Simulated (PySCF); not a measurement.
# C2H7AlAsN: the cost of one run

The runs use PySCF 2.14.0, with density-fitted response routines of our own; the level of theory stands in each step. All values are computed, except where a source is named. Atoms are numbered from 0 throughout.

## 1. The molecule as given

12 atoms, charge 0, multiplicity 1; geometry from: PBE0-D3(BJ)/def2-SVP.

Bonds of the start (Å): C0–C1 1.44, C1–N2 1.15, N2–Al3 2.03, Al3–As4 2.47, C0–H5 1.10, C0–H6 1.10, C0–H7 1.10, Al3–H8 1.60, Al3–H9 1.60, As4–H10 1.53, As4–H11 1.53.

## 2. Nuclear shieldings: PBE0/6-31G*

What the job is given:

```
{"job": {"kind": "nmr", "xc": "PBE0", "basis": "6-31G*", "pop": true}, "charge": 0, "multiplicity": 1}
C     -2.479029    -1.067483     0.976296
C     -1.411839    -0.306070     0.369629
N     -0.546250     0.292495    -0.098652
Al     1.124645     1.236090    -0.755675
As     2.724040    -0.086815     0.591965
H     -3.219167    -0.386307     1.419978
H     -2.969433    -1.693751     0.217474
H     -2.063595    -1.712745     1.764272
H      1.004961     0.971177    -2.327781
H      0.852180     2.707608    -0.188247
H      3.830148     0.943437     0.380447
H      3.193104    -0.925645    -0.593894
```

Level: GIAO PBE0/6-31G* NMR shielding, non-relativistic, gas phase.

Started as:

```console
$ OMP_NUM_THREADS=1 python probes_run.py task.json out
```

This one command runs all jobs of the session in turn.

Q: Estimate the wall time and peak memory of this first job on 1 thread of Arm Neoverse V1, shared host.

About 11 s, with a peak of 0.74 GiB.
